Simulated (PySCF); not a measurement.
# H2HgS2 (Hg(SH)2): the cost of one run

Program: PySCF 2.14.0. Level of theory: PBE0, Hg def2-SVP with ECP60, S def2-SVP, H def2-SVP; scalar-relativistic core potentials, no spin–orbit coupling. These are calculated values, not measurements.

1 further run of the same task is left out (for a known fault of the program).

## Step 1: Where the work starts

5 atoms, charge 0, spin multiplicity 1.

Bond lengths: Hg1–S2 2.344 Å, Hg1–S4 2.344 Å, S2–H3 1.352 Å, S4–H5 1.352 Å. Angles: S2–Hg1–S4 178.6°, Hg1–S2–H3 94.4°, Hg1–S4–H5 94.4°.

As a file:

```mol
H2HgS2
  3D, bonds by distance, orders not assigned

  5  4  0  0  0  0  0  0  0  0999 V2000
    0.0000    0.0000    0.4904 Hg  0  0
    2.3181    0.3470    0.5187 S   0  0
    2.5731   -0.5778   -0.4345 H   0  0
   -2.3181   -0.3470    0.5187 S   0  0
   -2.5731    0.5778   -0.4345 H   0  0
  1  2  8  0
  1  4  8  0
  2  3  8  0
  4  5  8  0
M  END
```

Formal oxidation states: Hg +2. An earlier session relaxed this geometry at PBE0, Hg def2-SVP with ECP60, S def2-SVP, H def2-SVP (singlet, point group C1).

Its energy there is -950.575931 Eh.

## Step 2: One electron removed, multiplicity 2

The input, run.py (the lines that set the calculation):

```python
mol = gto.M(atom='''
Hg     0.00000     0.00000     0.49039
S      2.31813     0.34703     0.51871
H      2.57312    -0.57776    -0.43450
S     -2.31813    -0.34703     0.51871
H     -2.57312     0.57776    -0.43450''',
    basis={'Hg': 'def2-SVP', 'S': 'def2-SVP', 'H': 'def2-SVP'},
    ecp={'Hg': 'def2-SVP'},
    charge=1, spin=1)
mf = dft.UKS(mol, xc='PBE0')
mf.grids.atom_grid = (50, 194)
mf = mf.density_fit()  # fitting sets: Hg def2-universal-JKFIT, S def2-universal-JKFIT, H def2-universal-JKFIT
mf.conv_tol = 1e-08; mf.max_cycle = 55
mf.kernel(dm0)  # dm0: the density of the relaxed state
```

Command:

```console
$ OMP_NUM_THREADS=2 python run.py
```

**Question.** How long does this run take on 2 threads of Arm Neoverse V2, shared host?

About 5.3 s.
